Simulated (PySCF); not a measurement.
# F2Ho (Ho(F)2+): the cost of one run

Computed with PySCF 2.14.0. Level: PBE0, Ho lcecp-1-SVP with ECP56, F def2-SVP; scalar-relativistic core potentials, no spin–orbit coupling.

1 further run of the same task is left out (for a known fault of the program).

## Step 1: Starting geometry

3 atoms, charge 1, spin multiplicity 1.

Bond lengths: Ho1–F2 2.077 Å, Ho1–F3 2.077 Å. Angles: F2–Ho1–F3 131.8°.

Geometry (Å):

```xyz
3

Ho    0.0000    0.0000    0.0000
F     1.8957    0.0000    0.8484
F    -1.8957    0.0000    0.8484
```

Formal oxidation states: Ho +3. Each metal's 10 4f electrons lie in its core potential, so multiplicities, spins and levels count the valence alone.

## Step 2: SCF at the start, singlet

File run.py (the lines that set the calculation):

```python
mol = gto.M(atom='''
Ho     0.00000     0.00000     0.00000
F      1.89570     0.00000     0.84840
F     -1.89570     0.00000     0.84840''',
    basis={'Ho': 'lcecp-1-SVP', 'F': 'def2-SVP'},
    ecp={'Ho': 'lcecp-1-SVP'},
    charge=1, spin=0)
mf = dft.RKS(mol, xc='PBE0')
mf.grids.atom_grid = (50, 194)  # f atoms: unpruned, at least (60, 302)
mf = mf.density_fit()  # fitting sets: Ho AutoAux, F def2-universal-JKFIT
mf.conv_tol = 1e-08; mf.max_cycle = 55
mf.kernel(dm0)  # dm0: free metal ions and neutral atoms
```

On the command line:

```sh
OMP_NUM_THREADS=2 python run.py
```

What time and memory should one allow on 2 threads of Arm Neoverse V2, shared host?

About 1.9 s, with a peak of 0.31 GiB.
